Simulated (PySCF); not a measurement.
# Ways to converge the SCF of KSr

Do solver options change the result for KSr, or only the number of cycles?

Method: method and basis as typed in the scripts; program: PySCF 2.14.0.

8 further runs of the same task are left out: 1 for a known fault of the program, 7 that didn't finish.

**1. The system as given**

KSr: 2 atoms, charge 0, spin multiplicity 2.

Bond lengths: K1–Sr2 3.655 Å.

**2. The run that the others are compared with**

input.py

```python
from pyscf import gto, dft

mol = gto.M(
    atom='K 0 0 0; Sr 0 0 3.655',
    basis='sbkjc',
    ecp={'K': 'sbkjc', 'Sr': 'sbkjc'},
    charge=0,
    spin=1,
    symmetry=True,
    verbose=3,
)
mf = dft.ROKS(mol, xc='wb97')
mf.kernel()
mf.mulliken_pop()
mf.dip_moment()
print('orbital energies (hartree):', mf.mo_energy[..., max(0, mol.nelec[1]-3):mol.nelec[0]+3].round(4))
```

Launch:

```console
$ OMP_NUM_THREADS=1 python input.py
```

The log of this run is left out.

It gives: E(SCF) = -0.715296 Eh, μ = 1.75 D.

The bond length is a typed value, not an optimised one.

**3. Convergence threshold 1e-11 hartree**

Edit 1 changes convergence threshold: default → 1e-11 hartree.

input.py

```python
from pyscf import gto, dft

mol = gto.M(
    atom='K 0 0 0; Sr 0 0 3.655',
    basis='sbkjc',
    ecp={'K': 'sbkjc', 'Sr': 'sbkjc'},
    charge=0,
    spin=1,
    symmetry=True,
    verbose=3,
)
mf = dft.ROKS(mol, xc='wb97')
mf.conv_tol = 1e-11
mf.kernel()
mf.mulliken_pop()
mf.dip_moment()
print('orbital energies (hartree):', mf.mo_energy[..., max(0, mol.nelec[1]-3):mol.nelec[0]+3].round(4))
```

Launch:

```console
$ OMP_NUM_THREADS=1 python input.py
```

**4. Convergence threshold 1e-07 hartree**

Edit 2 changes convergence threshold: default → 1e-07 hartree.

input.py, as its differences from that of step 2:

```diff
@@ -12,2 +12,3 @@
 mf = dft.ROKS(mol, xc='wb97')
+mf.conv_tol = 1e-07
 mf.kernel()
```

**5. Point-group symmetry off**

Edit 3 changes point-group symmetry: on → off.

input.py, as its differences from that of step 2:

```diff
@@ -8,3 +8,2 @@
     spin=1,
-    symmetry=True,
     verbose=3,
```

**6. Smearing width 0.001 hartree**

Edit 4 changes smearing width: none → 0.001 hartree.

input.py, as its differences from that of step 2:

```diff
@@ -1,2 +1,2 @@
-from pyscf import gto, dft
+from pyscf import gto, dft, scf
 
@@ -12,2 +12,3 @@
 mf = dft.ROKS(mol, xc='wb97')
+mf = scf.addons.smearing_(mf, sigma=0.001, method='fermi')
 mf.kernel()
```

**7. Convergence threshold 1e-16 hartree**

Edit 5 changes convergence threshold: default → 1e-16 hartree.

input.py, as its differences from that of step 2:

```diff
@@ -12,2 +12,3 @@
 mf = dft.ROKS(mol, xc='wb97')
+mf.conv_tol = 1e-16
 mf.kernel()
```

Q: Predict the outcome of this session. Wanted: for each run, E(SCF); from base; SCF dipole.

As calculated:

```csv
run,E(SCF) (hartree),from base (eV),SCF dipole (D)
base,-0.715296,0,1.75
convergence threshold 1e-11 hartree,-0.715296,0.0000,1.75
convergence threshold 1e-07 hartree,-0.715296,0.0000,1.75
point-group symmetry off,-0.715296,0.0000,1.75
smearing width 0.001 hartree (poor choice),-0.685471,not comparable,1.55
convergence threshold 1e-16 hartree,-0.715296,0.0000,1.75
```

In words: With convergence threshold 1e-11 hartree or convergence threshold 1e-07 hartree or point-group symmetry off or convergence threshold 1e-16 hartree the SCF ends at the base energy. Rows marked «poor choice» come from settings spoiled on purpose.
